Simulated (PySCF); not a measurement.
Molecule: SZnH2, in a box.

```
CELL_PARAMETERS angstrom
11.00000 0.00000 0.00000
0.00000 13.00000 0.00000
0.00000 0.00000 11.00000
ATOMIC_POSITIONS crystal
S 0.46956 0.36619 0.52528
Zn 0.44422 0.52478 0.46134
H 0.57117 0.39030 0.59281
H 0.43156 0.63389 0.41288
```

The cell isn't the ideal one: atoms moved at random, drawn with an rms of 0.05 Å.

Base run:

```yaml
Program: PySCF 2.14.0
Functional: CAM-B3LYP
Dispersion: D4
Potentials_or_basis: 6-31g* (all-electron)
k_mesh: 1 × 1 × 1
Occupations: fixed
Spin: no spin polarisation
```

Its results: gap between the frontier levels 8.60 eV.

**Question.** After a change of settings the same cell gave: gap between the frontier levels 5.22 eV. Which change was it?
A. functional from CAM-B3LYP to N12; dispersion from D4 to D3
B. functional from CAM-B3LYP to BHandHLYP
C. functional from CAM-B3LYP to M06-L; dispersion from D4 to none

**Answer.** C.

Caveats: this is a molecule in a periodic box at the Γ point, so its band gap is the HOMO-LUMO gap; the basis of atomic orbitals isn't converged, which shifts pressures, moduli and gaps.

Runs at the PBE level aren't shown here.
